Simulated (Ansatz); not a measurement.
# CH₃ClInN: one species, many methods

The task here is to estimate one member of a computed series from the others.

The runs use Ansatz 0.2.0, Gaussian basis; functionals in def2-TZVPP, the program's frozen cores in correlated methods.

The runs, in order: LDA (SPW92), PBE-D4, revPBE-D4, BLYP-D4, r2SCAN-D4, B97M-V, PBE0-D4, B3LYP-D4, r2SCANh-D4, r2SCAN0-D4, HSE06-D4, BHLYP-D4, CAM-B3LYP-D4, LC-ωPBE, ωB97X-V, ωB97M-V, B2PLYP, PBE-QIDH; CCSD(T)/def2-SVP; CCSD(T)/def2-TZVPP; MP2/def2-QZVPP; extrapolation to the limit; RPA on PBE.

## The relaxed structure

The geometry comes from an earlier relaxation with PBE0-D4 in a triple-zeta def2 set; it is a stationary point, not always the lowest conformer. In takes the def2 core potential; no spin-orbit term is included.

7 atoms, charge 0, spin multiplicity 1.

Atoms are counted from 1 here; the program's logs count them from 0.

Bond lengths: Cl1–In2 2.479 Å, C3–N4 1.259 Å, C3–H5 1.093 Å, C3–H6 1.090 Å, N4–H7 1.021 Å. Angles: N4–C3–H5 123.6°, N4–C3–H6 119.2°, H5–C3–H6 117.1°, C3–N4–H7 115.2°.

Coordinates:

```tsv
atom	x (Å)	y (Å)	z (Å)
Cl1	-0.5437	-3.0093	-0.4695
In2	-1.6290	-1.5128	1.1824
C3	0.4470	1.2726	-0.0210
N4	0.0549	0.0762	-0.0221
H5	1.2176	1.6580	-0.6935
H6	0.0039	1.9771	0.6836
H7	0.5104	-0.5297	-0.7056
```

The first run:

Input file in.yaml:

```yaml
crystal:
  periodic: [false, false, false]
  atoms:
    - {symbol: Cl, position_ang: [-0.543697, -3.009304, -0.469514]}
    - {symbol: In, position_ang: [-1.628987, -1.512845, 1.182398]}
    - {symbol: C, position_ang: [0.447045, 1.272598, -0.020961]}
    - {symbol: N, position_ang: [0.054936, 0.076245, -0.022133]}
    - {symbol: H, position_ang: [1.217600, 1.657994, -0.693494]}
    - {symbol: H, position_ang: [0.003901, 1.977150, 0.683554]}
    - {symbol: H, position_ang: [0.510403, -0.529737, -0.705650]}
basis:
  gaussian: {orbitals: def2-TZVPP}
hamiltonian: {xc: lda}
output: {orbitals: {seedname: orbitals}}
```

Command:

```sh
ansatz run in.yaml --threads 2 --pin off --events-out ev --progress --plain --max-ram 4352MiB
```

Steps of the session up to this table: LDA; PBE-D4 (GGA); revPBE-D4 (GGA); BLYP-D4 (GGA); r2SCAN-D4 (meta-GGA); B97M-V (meta-GGA); B3LYP-D4 (hybrid); r2SCANh-D4 (hybrid); r2SCAN0-D4 (hybrid); HSE06-D4 (hybrid); BHLYP-D4 (hybrid); CAM-B3LYP-D4 (range-separated); LC-ωPBE (range-separated); ωB97X-V (range-separated); ωB97M-V (range-separated); B2PLYP (double hybrid); PBE-QIDH (double hybrid).

One of the session's tables, all rows but one given; the rest of the session is left out.

```
  functional  HOMO (eV)  LUMO (eV)  gap (eV)
 LDA (SPW92)          ?          ?         ?
      PBE-D4      -5.48      -2.80      2.69
   revPBE-D4      -5.41      -2.70      2.71
     BLYP-D4      -5.38      -2.67      2.71
   r2SCAN-D4      -5.73      -2.62      3.11
      B97M-V      -5.56      -2.53      3.03
     PBE0-D4      -6.41      -1.75      4.66
    B3LYP-D4      -6.28      -2.00      4.28
  r2SCANh-D4      -6.08      -2.22      3.86
  r2SCAN0-D4      -6.59      -1.66      4.93
    HSE06-D4      -6.02      -2.13      3.89
    BHLYP-D4      -7.23      -0.83      6.40
CAM-B3LYP-D4      -7.62      -0.72      6.90
     LC-ωPBE      -8.72       0.36      9.07
     ωB97X-V      -8.46       0.26      8.73
     ωB97M-V      -8.42       0.07      8.49
```

Q: Estimate the row for LDA (SPW92) from the others.

**Answer.** HOMO (eV): -5.71; LUMO (eV): -3.06; gap (eV): 2.64. In the column «HOMO (eV)» it lies between r2SCAN-D4 (-5.73) and B97M-V (-5.56).

Caveats from the session: All levels share the lack of spin-orbit coupling, which lowers the free heavy atoms and so the true binding.
